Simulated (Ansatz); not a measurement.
# CHBCl₂ (SMILES B=C(Cl)Cl): one structure at several levels

An exercise on one series of results from a longer session: the logs are not shown, and one member is left open.

Program: Ansatz 0.2.0, Gaussian basis. Level of theory: single points in def2-TZVPP. These are calculated values, not measurements.

Correlated methods freeze the cores.

## Starting geometry

SMILES `B=C(Cl)Cl`, 5 atoms, charge 0, spin multiplicity 1.

Atoms are counted from 1 here; the program's logs count them from 0.

Bond lengths: B1–C2 1.390 Å, B1–H5 1.125 Å, C2–Cl3 1.759 Å, C2–Cl4 1.771 Å. Angles: C2–B1–H5 179.2°, B1–C2–Cl3 124.1°, B1–C2–Cl4 123.2°, Cl3–C2–Cl4 112.7°.

Geometry (Å):

```mol
CHBCl2
  3D, bonds by distance, orders not assigned

  5  4  0  0  0  0  0  0  0  0999 V2000
    0.7705    0.5963    0.2279 B   0  0
   -0.3108   -0.2219   -0.0798 C   0  0
   -1.9888    0.3048   -0.0397 Cl  0  0
   -0.1393   -1.9176   -0.5608 Cl  0  0
    1.6383    1.2709    0.4694 H   0  0
  1  2  8  0
  1  5  8  0
  2  3  8  0
  2  4  8  0
M  END
```

Set-up of the first run:

File run/in.yaml:

```yaml
crystal:
  periodic: [false, false, false]
  atoms:
    - {symbol: B, position_ang: [0.770500, 0.596300, 0.227900]}
    - {symbol: C, position_ang: [-0.310800, -0.221900, -0.079800]}
    - {symbol: Cl, position_ang: [-1.988800, 0.304800, -0.039700]}
    - {symbol: Cl, position_ang: [-0.139300, -1.917600, -0.560800]}
    - {symbol: H, position_ang: [1.638300, 1.270900, 0.469400]}
basis:
  gaussian: {orbitals: def2-TZVPP}
correlation: {method: ccsd_t}
output: {forces: true}
```

The command line of these runs was not kept.

Steps of the session up to this table: CCSD(T)/def2-TZVPP; PBE0-D4/def2-TZVPP; wB97M-V/def2-TZVPP; r2SCAN-D4/def2-TZVPP; PBE-D4/def2-TZVPP; SPW92/def2-TZVPP; r2SCANh-D4/def2-TZVPP.

One of the session's tables, all rows but one given; the rest of the session is left out.

| method | RMS force component (eV/Å) | angle to CCSD(T) forces (°) | dipole (D) |
| --- | --- | --- | --- |
| CCSD(T) | 0.669 | reference | 1.94 |
| PBE0-D4 | 0.777 | 14.9 | 1.98 |
| wB97M-V | ? | ? | ? |
| r2SCAN-D4 | 0.694 | 11.3 | 1.84 |
| PBE-D4 | 0.702 | 7.7 | 1.62 |
| SPW92 | 0.892 | 15.8 | 1.62 |
| r2SCANh-D4 | 0.722 | 14.4 | 1.95 |

**Question.** Estimate the row for wB97M-V.

As computed: RMS force component (eV/Å): 0.658; angle to CCSD(T) forces (°): 20.9; dipole (D): 2.10. In the column «RMS force component (eV/Å)» it is the lowest.
